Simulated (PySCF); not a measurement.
The system is COAlF2H3, in a box.

```
CELL_PARAMETERS angstrom
12.00000 0.00000 0.00000
0.00000 14.00000 0.00000
0.00000 0.00000 13.00000
ATOMIC_POSITIONS crystal
C 0.46495 0.60419 0.56735
O 0.44655 0.51726 0.51667
Al 0.50383 0.45726 0.41991
F 0.45215 0.35394 0.38612
F 0.61156 0.49834 0.35633
H 0.53567 0.64372 0.53533
H 0.48130 0.59097 0.64890
H 0.39061 0.64906 0.56145
```

Base run:

- Program: PySCF 2.14.0
- Functional: PBEsol
- Dispersion: D4
- Potentials or basis: 6-31g* (all-electron)
- k mesh: 1 × 1 × 1
- Occupations: fixed
- Spin: no spin polarisation

Its results: gap between the frontier levels 5.26 eV.

Problem. The run is repeated on the same cell with these changes: functional from PBEsol to TPSS. What comes out?

Solution. Gap between the frontier levels 5.61 eV.

TPSS gives the wider gap, since meta-GGAs in the generalised Kohn-Sham scheme recover part of the derivative discontinuity.

Caveats: this is a molecule in a periodic box at the Γ point, so its band gap is the HOMO-LUMO gap; the basis of atomic orbitals isn't converged, which shifts pressures, moduli and gaps; the D4 parameters stored for this functional may belong to another (some runs).

